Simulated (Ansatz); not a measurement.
# Mg2TiCrC6N6: what a guessed cell relaxes into

The task: take a trial cell of Mg2TiCrC6N6 to zero force and stress.

Method: DFT PBE, scalar-relativistic, plane waves, PAW, in Ansatz 0.2.0.

## 1. The system as given

Symmetry: Fm-3m, No. 225, cubic system. Conventional cell: a = 10.276 Å, b = 10.276 Å, c = 10.276 Å, α = 90.00°, β = 90.00°, γ = 90.00°. Around Mg (site symmetry -43m) lie 12 N at 3.67 Å and 12 C at 3.69 Å. Ti (site symmetry m-3m) is surrounded by 6 C at 1.94 Å. Cr (site symmetry m-3m) is surrounded by 6 N at 2.03 Å. Around C (site symmetry 4mm) lie 1 N at 1.17 Å and 1 Ti at 1.94 Å. N (site symmetry 4mm) has 1 C at 1.17 Å and 1 Cr at 2.03 Å in its first shell of neighbours.

Coordinates:

```cif
data_structure
_symmetry_space_group_name_H-M 'Fm-3m'
_symmetry_Int_Tables_number 225
_cell_length_a 10.2760
_cell_length_b 10.2760
_cell_length_c 10.2760
_cell_angle_alpha 90.000
_cell_angle_beta 90.000
_cell_angle_gamma 90.000
_cell_volume 1085.11
loop_
_atom_site_label
_atom_site_type_symbol
_atom_site_symmetry_multiplicity
_atom_site_Wyckoff_symbol
_atom_site_fract_x
_atom_site_fract_y
_atom_site_fract_z
_atom_site_occupancy
Mg1 Mg 8 c 0.25000 0.75000 0.75000 1
Ti1 Ti 4 a 0.00000 0.00000 0.00000 1
Cr1 Cr 4 b 0.50000 0.00000 0.00000 1
C1 C 24 e 0.18859 0.00000 0.00000 1
N1 N 24 e 0.30245 0.00000 0.00000 1
```

A structure generator made this guess: cyanide-bridged rock-salt net of two metals, 2 guest cations a cell (Fm-3m, No. 225). Lengths come from tabulated atomic sizes and are only a guess.

## 2. The guess as it stands, on a coarse mesh

Input file input.yaml:

```yaml
crystal:
  lattice:
    - [0.0, 5.138, 5.138]
    - [5.138, 0.0, 5.138]
    - [5.138, 5.138, 0.0]
  atoms:
    - { symbol: Mg, position: [0.25, 0.25, 0.25] }
    - { symbol: Mg, position: [0.75, 0.75, 0.75] }
    - { symbol: Ti, position: [0.0, 0.0, 0.0], spin: 1.0 }
    - { symbol: Cr, position: [0.5, 0.5, 0.5], spin: 3.0 }
    - { symbol: C, position: [0.81140522, 0.18859478, 0.18859478] }
    - { symbol: C, position: [0.18859478, 0.81140522, 0.18859478] }
    - { symbol: C, position: [0.18859478, 0.18859478, 0.81140522] }
    - { symbol: C, position: [0.18859478, 0.81140522, 0.81140522] }
    - { symbol: C, position: [0.81140522, 0.18859478, 0.81140522] }
    - { symbol: C, position: [0.81140522, 0.81140522, 0.18859478] }
    - { symbol: "N", position: [0.69754768, 0.30245232, 0.30245232] }
    - { symbol: "N", position: [0.30245232, 0.69754768, 0.30245232] }
    - { symbol: "N", position: [0.30245232, 0.30245232, 0.69754768] }
    - { symbol: "N", position: [0.30245232, 0.69754768, 0.69754768] }
    - { symbol: "N", position: [0.69754768, 0.30245232, 0.69754768] }
    - { symbol: "N", position: [0.69754768, 0.69754768, 0.30245232] }
basis:
  ecutwfc: 420
kpoints:
  mp_grid: { grid: [4, 4, 4] }
hamiltonian:
  xc: pbe
scf:
  occupations: { method: gaussian, width: 0.1 }
  lower_state_search: "off"
output:
  forces: true
  stress: true
  eigenvalues: true
  populations: true
magnetization:
  spin_polarized: true
```

Command:

```console
> ansatz run input.yaml --threads 1 --pin off --max-ram 2560MiB --backend cpu --events-out ev --progress --plain --runs-dir out
```

The session goes on with these runs: rough relaxation on the coarse mesh; relaxation on the finer mesh.

**Question.** What will these runs give? Wanted: conventional cell; volume; energy over the elements; gap on the mesh; total moment.

As calculated:

| quantity | value |
| --- | --- |
| symmetry at the end (tolerance 0.05 Å) | space group Fm-3m (No. 225) |
| conventional cell | a = 10.621 Å, b = 10.621 Å, c = 10.621 Å, α = 90.00°, β = 90.00°, γ = 90.00° |
| volume | 18.72 Å³/atom |
| energy over the elements (uncorrected; H, N, O, F and Cl as molecules) | +0.30 eV/atom |
| gap on the mesh | none (metal) |
| total moment | 2.00 μB/cell |

**Reading.** The space group Fm-3m (No. 225) is kept, and the volume per atom grows by 10.4 % from the first guess. The formation energy is positive, so the separate elements lie lower. No finished test with a distortion of lower symmetry is shown, so the end may be a saddle point. Other magnetic orders were not searched.
